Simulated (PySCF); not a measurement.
# BeCl2FH: the cost of one run

Programs: PySCF 2.14.0. All values are calculated, for the isolated system unless a continuum is named. Atoms count from 0, parts from 1.

## Step 1: The system as given

5 atoms, charge 0, multiplicity 1; geometry: GFN2-xTB. Parts: 1 = atoms 0–2, `[Cl][Be][Cl]`, charge 0; 2 = atoms 3–4, `F`, charge 0.

## Step 2: Optimising the geometry at PBE0-D3(BJ)/def2-TZVPD

The job: settings as JSON, then the geometry in Å.

```
{"job": {"xc": "PBE0", "basis": "def2-TZVPD", "d3": "d3bj", "grid": 3, "kind": "geom", "shake": 0.01}, "charge": 0, "multiplicity": 1, "parts": [{"atoms": "0-2", "charge": 0, "multiplicity": 1}, {"atoms": "3-4", "charge": 0, "multiplicity": 1}]}
Cl    -1.293191    -0.095159     0.378768
Be     0.368314    -0.380727    -0.034457
Cl     2.034173    -0.680973    -0.445532
F     -4.159260     0.572728     1.036718
H     -3.295819     0.366379     0.829302
```

Run with:

```sh
$ OMP_NUM_THREADS=1 python cluster_run.py task.json out
```

One launch serves the whole session: the jobs run in the order shown.

Q: Estimate the wall time and peak memory of this first job on 1 thread of Arm Neoverse N1, shared host.

About 72 s, with a peak of 0.6 GiB.
